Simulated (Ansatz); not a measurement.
# CH8NSbSi: vertical spin-state energies in Python

Which spin state of CH8NSbSi lies lowest at this geometry? Wanted for CH8NSbSi: vertical spin-state energies. SMILES: C[SiH2][NH][SbH2].

All numbers are computed with Ansatz 0.2.0 through its Python package. Level of theory: MP2/def2-SVPD.

### 1 The system

Bond lengths: C1–Si2 1.841 Å, Si2–N3 1.762 Å, N3–Sb4 2.055 Å, C1–H5 1.172 Å, C1–H6 1.089 Å, C1–H7 1.114 Å, Si2–H8 1.432 Å, Si2–H9 1.426 Å, N3–H10 1.090 Å, Sb4–H11 1.704 Å, Sb4–H12 1.805 Å. Angles (14 of 18 angles, heavy atoms first): C1–Si2–N3 107.9°, Si2–N3–Sb4 110.2°, C1–Si2–H8 109.4°, C1–Si2–H9 109.9°, N3–Si2–H8 109.3°, N3–Si2–H9 109.8°, Si2–C1–H5 107.4°, Si2–C1–H6 113.4°, Si2–C1–H7 112.2°, Si2–N3–H10 107.5°, Sb4–N3–H10 106.1°, N3–Sb4–H11 95.2°, N3–Sb4–H12 91.1°, H8–Si2–H9 110.5°.

No structure file is read: the coordinates are typed or built in the script.

### 2 The code

Input file run_spin.py:

```python
"""Vertical spin-state energies of CH8NSbSi."""

import ansatz

config = {
    "basis_set": "def2-SVPD",
    "level": "mp2",
}

geometry_ang = [
    ("C", [-0.0982, 2.0658, -0.0485]),
    ("Si", [-0.5922, 0.3204, -0.3657]),
    ("N", [0.839, -0.6905, -0.1827]),
    ("Sb", [0.3532, -2.6663, -0.473]),
    ("H", [-1.0493, 2.7335, -0.201]),
    ("H", [0.2455, 2.2393, 0.9699]),
    ("H", [0.6547, 2.431, -0.784]),
    ("H", [-1.577, -0.0772, 0.5948]),
    ("H", [-1.1058, 0.1951, -1.69]),
    ("H", [1.1671, -0.6093, 0.8539]),
    ("H", [1.7648, -3.28, 0.2569]),
    ("H", [-0.5247, -2.7169, 1.1035]),
]
system = ansatz.Crystal.molecule()
for symbol, xyz in geometry_ang:
    system = system.atom(symbol, xyz)

job = (
    system.calculation()
    .basis(gaussian=config["basis_set"])
    .correlation(config["level"])
)
found = {}
for unpaired in [0, 2, 4]:
    summary = job.spin("collinear", total=unpaired).run(threads=1, backend="cpu").report
    s = unpaired / 2
    found[unpaired] = summary["free_energy_ev"]
    print(f"2S+1 = {unpaired + 1}: E = {found[unpaired]:.5f} eV, <S^2> = {abs(summary['mean_field']['state']['spin_squared']):.3f} (pure state {s * (s + 1):.2f})")
lowest = min(found, key=found.get)
for unpaired, e in found.items():
    print(f"multiplicity {unpaired + 1}: {23.060548 * (e - found[lowest]):.1f} kcal/mol above the lowest")
```

### 3 The calls as engine input

The engine receives this input (first run):

```yaml
crystal:
  periodic: [false, false, false]
  atoms:
    - { symbol: C, position_ang: [-0.0982, 2.0658, -0.0485] }
    - { symbol: Si, position_ang: [-0.5922, 0.3204, -0.3657] }
    - { symbol: "N", position_ang: [0.839, -0.6905, -0.1827] }
    - { symbol: Sb, position_ang: [0.3532, -2.6663, -0.473] }
    - { symbol: H, position_ang: [-1.0493, 2.7335, -0.201] }
    - { symbol: H, position_ang: [0.2455, 2.2393, 0.9699] }
    - { symbol: H, position_ang: [0.6547, 2.431, -0.784] }
    - { symbol: H, position_ang: [-1.577, -0.0772, 0.5948] }
    - { symbol: H, position_ang: [-1.1058, 0.1951, -1.69] }
    - { symbol: H, position_ang: [1.1671, -0.6093, 0.8539] }
    - { symbol: H, position_ang: [1.7648, -3.28, 0.2569] }
    - { symbol: H, position_ang: [-0.5247, -2.7169, 1.1035] }
basis:
  gaussian:
    orbitals: def2-SVPD
magnetization:
  spin_polarized: true
  initial_magnetization: 0.0
correlation:
  method: mp2
```

### 4 The run

The run is started by

```console
> python run_spin.py
```

Standard output:

```text
2S+1 = 1: E = -17022.78346 eV, <S^2> = 0.000 (pure state 0.00)
2S+1 = 3: E = -17018.21307 eV, <S^2> = 2.034 (pure state 2.00)
2S+1 = 5: E = -17013.25393 eV, <S^2> = 6.039 (pure state 6.00)
multiplicity 1: 0.0 kcal/mol above the lowest
multiplicity 3: 105.4 kcal/mol above the lowest
multiplicity 5: 219.8 kcal/mol above the lowest
```

Wall time 98 s (1 thread of Arm Neoverse V2, shared host); peak memory 0.67 GiB.

### 5 Inputs of later runs

The engine's inputs for the other runs:

Run 2, against run 1:

```diff
@@ -21 +21 @@
-  initial_magnetization: 0.0
+  initial_magnetization: 2.0
```

Run 3, against run 1:

```diff
@@ -21 +21 @@
-  initial_magnetization: 0.0
+  initial_magnetization: 4.0
```

Lines on the test bed's own set-up are left out of the output.

### 6 What each run gave

The 3 runs, in the order started:

```csv
run,2S+1,energy from run 1 (eV),<S²>,iterations in all,CPU time (s)
1,1,0.0000,0.00,11,10
2,3,4.5704,2.03,125,65
3,5,9.5295,6.04,48,23
```

### 7 Results

| quantity | value |
| --- | --- |
| runs compared | 3 |
| lowest | run 1 (2S+1 = 1) |
| next above it by | 4.570 eV |

In words: In order: multiplicity 1 (+0.00 eV), multiplicity 3 (+4.57 eV) and multiplicity 5 (+9.53 eV), all at the one geometry. Caveats:
- The geometry is a force-field or estimated start, not a minimum of this method, and the basis set is short of its limit. All parts are taken at fixed geometry, without zero-point energy.
- def2 sets replace the cores of elements past krypton by effective core potentials.
- Spin-orbit coupling, which mixes and shifts the spin states of heavy atoms, is left out.
